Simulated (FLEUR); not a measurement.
# AlCu (Pm-3m) in FLEUR: a series of runs

One crystal, AlCu, is run at these levels: PBEsol; tasks: single point.

All numbers are computed with FLEUR MaX-R8.1 (later development tree); they aren't measurements. Logs are shortened: lines on timing, memory, paths and dates and some standing lists are left out, and cuts for length are marked.

**1. The crystal as given**

Symmetry: Pm-3m, No. 221, cubic system. The conventional cell has a = 2.998 Å, b = 2.998 Å, c = 2.998 Å, α = 90.00°, β = 90.00°, γ = 90.00°. Cu (site symmetry m-3m) is surrounded by 8 Al at 2.60 Å. Al (site symmetry m-3m) is surrounded by 8 Cu at 2.60 Å.

The cell comes from a database or a generator and needn't be the stable form of this composition.

**2. Single point, PBEsol**

Input file inp.xml:

```xml
<?xml version="1.0" encoding="UTF-8" standalone="no"?>
<fleurInput fleurInputVersion="0.39">
   <comment>
      AlCu                                                                                                
   </comment>
   <calculationSetup>
      <cutoffs Kmax="4.73" Gmax="14.7" GmaxXC="14.7" numbands="0"/>
      <scfLoop itmax="60" minDistance="0.00001" maxIterBroyd="15" imix="Anderson" alpha="0.05" precondParam="0.0" spinf="2.0" sdNocoIR="T"/>
      <coreElectrons ctail="T" frcor="F" kcrel="0" coretail_lmax="0"/>
      <xcFunctional name="PBEs" relativisticCorrections="F"/>
      <magnetism jspins="1"/>
      <soc l_soc="F" theta="0.0" phi="0.0" spav="F"/>
      <expertModes spex="0" secvar="F"/>
      <geometryOptimization l_f="T" forcealpha="1.0" forcemix="BFGS" epsdisp="0.0005" epsforce="0.0002"/>
      <ldaU l_linMix="F" mixParam="0.05" spinf="1.0"/>
   </calculationSetup>
   <cell>
      <bzIntegration valenceElectrons="30.0" mode="hist" fermiSmearingEnergy="0.00183747">
         <kPointListSelection listName="default-1"/>
         <!-- k-points included here -->
         <xi:include xmlns:xi="http://www.w3.org/2001/XInclude" href="kpts.xml"> </xi:include>
      </bzIntegration>
      <!-- symmetry operations included here -->
      <xi:include xmlns:xi="http://www.w3.org/2001/XInclude" href="sym.xml"> </xi:include>
      <bulkLattice scale="1.0">
         <bravaisMatrix>
            <row-1>    5.6644710660236210     0.0000000000000000     0.0000000000000000</row-1>
            <row-2>    0.0000000000000000     5.6644710660236210     0.0000000000000000</row-2>
            <row-3>    0.0000000000000000     0.0000000000000000     5.6644710660236210</row-3>
         </bravaisMatrix>
      </bulkLattice>
   </cell>
   <atomSpecies>
      <species name="Copper (Cu)" element="Cu" atomicNumber="29">
         <mtSphere radius="2.34" gridPoints="797" logIncrement="0.015"/>
         <atomicCutoffs lmax="10" lnonsphr="10"/>
         <electronConfig flipSpins="F">
            <coreConfig>(1s1/2) (2s1/2) (2p1/2) (2p3/2)</coreConfig>
            <valenceConfig>(3s1/2) (3p1/2) (3p3/2) (4s1/2) (3d3/2) (3d5/2)</valenceConfig>
            <stateOccupation state="(4s1/2)" spinUp="0.500000" spinDown="0.500000"/>
         </electronConfig>
         <energyParameters s="4" p="4" d="3" f="4"/>
         <lo type="SCLO" l="0" n="3" eDeriv="0"/>
         <lo type="SCLO" l="1" n="3" eDeriv="0"/>
         <lo type="SCLO" l="1" n="3" eDeriv="1"/>
         <lo type="SCLO" l="2" n="3" eDeriv="2"/>
         <lo type="SCLO" l="3" n="4" eDeriv="2"/>
      </species>
      <species name="Aluminum (Al)" element="Al" atomicNumber="13">
         <mtSphere radius="2.07" gridPoints="705" logIncrement="0.016"/>
         <atomicCutoffs lmax="9" lnonsphr="9"/>
         <electronConfig flipSpins="F">
            <coreConfig>(1s1/2)</coreConfig>
            <valenceConfig>(2s1/2) (2p1/2) (2p3/2) (3s1/2) (3p1/2) (3p3/2)</valenceConfig>
            <stateOccupation state="(3p1/2)" spinUp="0.166667" spinDown="0.166667"/>
            <stateOccupation state="(3p3/2)" spinUp="0.333333" spinDown="0.333333"/>
         </electronConfig>
         <energyParameters s="3" p="3" d="3" f="4"/>
         <lo type="SCLO" l="0" n="2" eDeriv="0"/>
         <lo type="SCLO" l="1" n="2" eDeriv="0"/>
         <lo type="SCLO" l="2" n="3" eDeriv="2"/>
         <lo type="SCLO" l="3" n="4" eDeriv="2"/>
      </species>
   </atomSpecies>
   <atomGroups>
      <atomGroup species="Copper (Cu)">
         <relPos label="                   1">1.000/2.000 1.000/2.000 1.000/2.000</relPos>
         <force calculate="T" relaxXYZ="TTT"/>
      </atomGroup>
      <atomGroup species="Aluminum (Al)">
         <relPos label="                   2">.0000000000 .0000000000 .0000000000</relPos>
         <force calculate="T" relaxXYZ="TTT"/>
      </atomGroup>
   </atomGroups>
   <output dos="F" band="F" slice="F">
      <checks vchk="F" cdinf="F"/>
      <bandDOS minEnergy="-.5*Htr" maxEnergy="0.5*Htr" sigma="0.015" storeEVData="T"/>
      <vacuumDOS vacdos="F" integ="F" star="F" nstars="0" locx1="0.0" locy1="0.0" locx2="0.0" locy2="0.0" nstm="0" tworkf="0.0"/>
      <unfoldingBand unfoldBand="F" supercellX="1" supercellY="1" supercellZ="1"/>
      <plotting iplot="0" polar="F">
         <plot TwoD="T" vec1="  1.0  0.0  0.0" vec2="  0.0  1.0  0.0" vec3="  0.0  0.0  1.0" zero="  0.0  0.0  0.0" file="plot"/>
      </plotting>
      <chargeDensitySlicing numkpt="0" minEigenval="0.0" maxEigenval="0.0" nnne="0" pallst="F"/>
      <specialOutput eonly="F"/>
      <moessbauerParams electricFieldGradient="T" isomerShift="T" coreHyperfine="T" valenceHyperfine="T"/>
      <magneticCircularDichroism mcd="F" energyLo="-10.0" energyUp="0.0"/>
   </output>
  <!-- We include the file relax.xml here to enable relaxations (see documentation) -->
  <xi:include xmlns:xi="http://www.w3.org/2001/XInclude" href="relax.xml"> <xi:fallback/> </xi:include>
</fleurInput>
```

Input file crystal.txt:

```
AlCu
&input cartesian=F /
2.9975090000  0.0000000000  0.0000000000
0.0000000000  2.9975090000  0.0000000000
0.0000000000  0.0000000000  2.9975090000
1.8897261246
1.0 1.0 1.0

2
29 0.5000000000  0.5000000000  0.5000000000
13 0.0000000000  0.0000000000  0.0000000000

&kpt div1=9 div2=9 div3=9 gamma=T /
```

Potentials or basis: all-electron, FLAPW.

Launch:

```sh
> inpgen -f crystal.txt -profile fastHighL
> # inp.xml edited to the form shown
> fleur_MPI
```

Output:

```text
Welcome to FLEUR        (www.flapw.de)
      MaX-Release 8.1          (www.max-centre.eu)

 ========== k-point set info ==========
 Selected k-point list: default-1
 k-point list type: mesh
 9 x 9 x 9
 Number of k points: 35

 ------------Calculation Setup---------------------------
 Number of MPI-tasks      :            1
 Number of PE/node        :            1
 Number of OMP-threads    :            1
 Most efficient MPI parallelization for:
           1           5           7          35
 Additional eigenvalue parallelization possible
 Number of basis functions:          411
 Approximate size of matrices (H+S) per k-point:         0.003 GB
 --------------------------------------------------------
 Iteration:     1   Distance:      41.53548864 me/bohr^3
 Iteration:     2   Distance:      25.09295718 me/bohr^3
 Iteration:     3   Distance:       7.20817112 me/bohr^3
 Iteration:     4   Distance:       7.00695253 me/bohr^3
 Iteration:     5   Distance:       3.17121095 me/bohr^3
 Iteration:     6   Distance:       1.14002169 me/bohr^3
 Iteration:     7   Distance:       0.22565173 me/bohr^3
 Iteration:     8   Distance:       0.35655683 me/bohr^3
 Iteration:     9   Distance:       0.04906026 me/bohr^3
 Iteration:    10   Distance:       0.03121681 me/bohr^3
 Iteration:    11   Distance:       0.01760481 me/bohr^3
 Iteration:    12   Distance:       0.00081710 me/bohr^3
 Iteration:    13   Distance:       0.00228961 me/bohr^3
 Iteration:    14   Distance:       0.00006607 me/bohr^3
 Iteration:    15   Distance:       0.00001019 me/bohr^3
 Iteration:    16   Distance:       0.00000816 me/bohr^3

 ********************************************************************
 Run finished successfully
 Stop message:
   Structural relaxation: Done
 ********************************************************************
```

Wall time 54 s (1 thread of Arm Neoverse V2, shared host); peak memory 0.07 GiB.

Results:

* Free energy: -51594.2182 eV
* Band gap on the k mesh: none (metal or under the smearing width)
* Valence electrons inside the program's atomic spheres: Cu 18.20; Al 8.99 (radii Cu 2.34, Al 2.07 bohr)

Core levels (eV from the Fermi level):
```csv
atom,levels
1 Cu,"1s1/2 -8840.0, 2s1/2 -1060.8, 2p1/2 -929.4, 2p3/2 -909.0"
2 Al,1s1/2 -1503.3
```

**3. Single point, PBEsol (atoms moved at random, drawn with an rms of 0.05 Å)**

Changes to inp.xml since step 2:

```diff
@@ -34,3 +34,3 @@
       <species name="Copper (Cu)" element="Cu" atomicNumber="29">
-         <mtSphere radius="2.34" gridPoints="797" logIncrement="0.015"/>
+         <mtSphere radius="2.34" gridPoints="793" logIncrement="0.016"/>
          <atomicCutoffs lmax="10" lnonsphr="10"/>
@@ -49,4 +49,4 @@
       <species name="Aluminum (Al)" element="Al" atomicNumber="13">
-         <mtSphere radius="2.07" gridPoints="705" logIncrement="0.016"/>
-         <atomicCutoffs lmax="9" lnonsphr="9"/>
+         <mtSphere radius="2.07" gridPoints="701" logIncrement="0.016"/>
+         <atomicCutoffs lmax="8" lnonsphr="8"/>
          <electronConfig flipSpins="F">
@@ -66,3 +66,3 @@
       <atomGroup species="Copper (Cu)">
-         <relPos label="                   1">1.000/2.000 1.000/2.000 1.000/2.000</relPos>
+         <relPos label="                   1">-.4934950000 .4927260000 .4908620000</relPos>
          <force calculate="T" relaxXYZ="TTT"/>
@@ -70,3 +70,3 @@
       <atomGroup species="Aluminum (Al)">
-         <relPos label="                   2">.0000000000 .0000000000 .0000000000</relPos>
+         <relPos label="                   2">.0052170000 -.0116840000 -.0056220000</relPos>
          <force calculate="T" relaxXYZ="TTT"/>
```

Changes to crystal.txt since step 2:

```diff
@@ -9,4 +9,4 @@
 2
-29 0.5000000000  0.5000000000  0.5000000000
-13 0.0000000000  0.0000000000  0.0000000000
+29 0.5065050000  0.4927260000  0.4908620000
+13 0.0052170000  -0.0116840000  -0.0056220000
```

Potentials or basis: all-electron, FLAPW.

Launch:

```sh
> inpgen -f crystal.txt -profile fastHighL
> # inp.xml edited to the form shown
> fleur_MPI
```

Output:

```text
Welcome to FLEUR        (www.flapw.de)
      MaX-Release 8.1          (www.max-centre.eu)

 ========== k-point set info ==========
 Selected k-point list: default-1
 k-point list type: mesh
 9 x 9 x 9
 Number of k points: 365

 ------------Calculation Setup---------------------------
 Number of MPI-tasks      :            1
 Number of PE/node        :            1
 Number of OMP-threads    :            1
 Most efficient MPI parallelization for:
           1           5          73         365
 Additional eigenvalue parallelization possible
 Number of basis functions:          411
 Approximate size of matrices (H+S) per k-point:         0.005 GB
 --------------------------------------------------------
 Iteration:     1   Distance:      41.59940110 me/bohr^3
 Iteration:     2   Distance:      25.11929059 me/bohr^3
 Iteration:     3   Distance:       7.36394937 me/bohr^3
 Iteration:     4   Distance:       7.23459514 me/bohr^3
 Iteration:     5   Distance:       3.26702141 me/bohr^3
 Iteration:     6   Distance:       1.22640393 me/bohr^3
 Iteration:     7   Distance:       0.21010493 me/bohr^3
 Iteration:     8   Distance:       0.32539969 me/bohr^3
 Iteration:     9   Distance:       0.05452736 me/bohr^3
 Iteration:    10   Distance:       0.04413368 me/bohr^3
 Iteration:    11   Distance:       0.01280660 me/bohr^3
 Iteration:    12   Distance:       0.00538318 me/bohr^3
 Iteration:    13   Distance:       0.00127303 me/bohr^3
 Iteration:    14   Distance:       0.00036904 me/bohr^3
 Iteration:    15   Distance:       0.00001037 me/bohr^3
 Iteration:    16   Distance:       0.00000976 me/bohr^3
 Reset of history

 ********************************************************************
 Run finished successfully
 Stop message:
   Structural relaxation: new displacements generated
 ********************************************************************
```

It took 19 min on 1 thread of Arm Neoverse V2, shared host; peak memory 0.22 GiB.

What came out:

```yaml
Free_energy: -51594.2176 eV
Largest_force: 0.065 eV/Å
Band_gap_on_the_k_mesh: none (metal or under the smearing width)
Valence_electrons_inside_the_program's_atomic_spheres: Cu 18.20; Al 8.99 (radii Cu 2.34, Al 2.07 bohr)
```

Forces in eV/Å, atoms in the order of the input:
```
Cu  -0.014 -0.049  0.039
Al   0.014  0.049 -0.039
```

Core levels (eV from the Fermi level):
```
atom                                                    levels
1 Cu  1s1/2 -8840.0, 2s1/2 -1060.8, 2p1/2 -929.4, 2p3/2 -909.0
2 Al                                             1s1/2 -1503.3
```
